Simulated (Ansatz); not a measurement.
**BBr3: small, medium and large basis sets**

One table from this session's results is given with a row withheld; the runs are named, their logs left out.

Program: Ansatz 0.2.0, Gaussian basis. Level of theory: one geometry, several basis sets. These are calculated values, not measurements.

Levels to be run: PBE0-D4/def2-SVP; ωB97M-V/def2-SVP; PBE0-D4/def2-QZVPP; ωB97M-V/def2-QZVPP; the functionals' def2-TZVPP values are taken from earlier runs.

## Structure used throughout

The geometry comes from an earlier relaxation with PBE0-D4 in a triple-zeta def2 set; it is a stationary point.

SMILES `BrB(Br)Br`, 4 atoms, charge 0, spin multiplicity 1.

Atoms are counted from 1 here; the program's logs count them from 0.

Bond lengths: Br1–B2 1.896 Å, B2–Br3 1.896 Å, B2–Br4 1.896 Å. Angles: Br1–B2–Br3 120.0°, Br1–B2–Br4 120.0°, Br3–B2–Br4 120.0°.

Set-up of the first run:

Input file in.yaml:

```yaml
crystal:
  periodic: [false, false, false]
  atoms:
    - {symbol: Br, position_ang: [-1.527283, -0.956098, 0.573859]}
    - {symbol: B, position_ang: [0.013948, -0.015085, -0.005058]}
    - {symbol: Br, position_ang: [1.717965, -0.463934, 0.695663]}
    - {symbol: Br, position_ang: [-0.149030, 1.374817, -1.284763]}
basis:
  gaussian: {orbitals: def2-SVP}
hamiltonian: {xc: pbe0, dispersion: d4}
output: {orbitals: {seedname: orbitals}}
```

Started as:

```sh
$ ansatz run in.yaml --threads 4 --pin off --events-out ev --progress --plain --max-ram 10444MiB
```

Steps of the session up to this table: PBE0-D4 in def2-SVP; ωB97M-V in def2-SVP; PBE0-D4 in def2-QZVPP; ωB97M-V in def2-QZVPP.

One table of the session follows, with a row left open; its other results are not shown here.

It belongs to the step «Density functionals: the series». 

| functional | basis | HOMO (eV) | LUMO (eV) |
| --- | --- | --- | --- |
| PBE0-D4 | def2-SVP | ? | ? |
| PBE0-D4 | def2-TZVPP | -8.31 | -2.10 |
| PBE0-D4 | def2-QZVPP | -8.32 | -2.12 |
| ωB97M-V | def2-SVP | -10.36 | 0.10 |
| ωB97M-V | def2-TZVPP | -10.50 | -0.07 |
| ωB97M-V | def2-QZVPP | -10.51 | -0.10 |

Q: Estimate the row for PBE0-D4, def2-SVP from the others.

**Answer.** HOMO (eV): -8.20; LUMO (eV): -1.97. In the column «HOMO (eV)» it is the highest.
